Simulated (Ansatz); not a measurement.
# CH2NSn: the cost of one run

All numbers below are computed with Ansatz 0.2.0 (UKS PBE0/def2-SVP).

### 1 The structure to begin with

Bond lengths: N1–C2 1.205 Å, C2–Sn3 2.114 Å, Sn3–H4 1.644 Å, Sn3–H5 1.748 Å. Angles: N1–C2–Sn3 178.1°, C2–Sn3–H4 110.3°, C2–Sn3–H5 108.8°, H4–Sn3–H5 110.8°.

Structure file:

```xyz
5

N     0.8619   -1.5820    1.7176
C     0.5224   -0.8831    0.7967
Sn   -0.0267    0.3097   -0.8594
H    -1.6182    0.0987   -1.2124
H     0.3105    1.9831   -0.4838
```

### 2 End point A

Contents of input.yaml:

```yaml
crystal:
  periodic: [false, false, false]
  atoms:
    - { symbol: "N", position_ang: [0.8619, -1.582, 1.7176] }
    - { symbol: C, position_ang: [0.5224, -0.8831, 0.7967] }
    - { symbol: Sn, position_ang: [-0.0267, 0.3097, -0.8594] }
    - { symbol: H, position_ang: [-1.6182, 0.0987, -1.2124] }
    - { symbol: H, position_ang: [0.3105, 1.9831, -0.4838] }
magnetization:
  spin_polarized: true
  initial_magnetization: 1
basis:
  gaussian: { orbitals: def2-SVP }
hamiltonian:
  xc: pbe0
relax:
  f_tol: 0.015
  max_steps: 40
output:
  orbitals: {}
```

Started as:

```console
ansatz run input.yaml --threads 1 --pin off --max-ram 2048MiB --backend cpu --events-out ev --progress --plain --runs-dir out
```

Q: Estimate wall time and peak memory on 1 thread of an x86-64 CPU, shared host.

About 21 s, with a peak of 0.17 GiB.
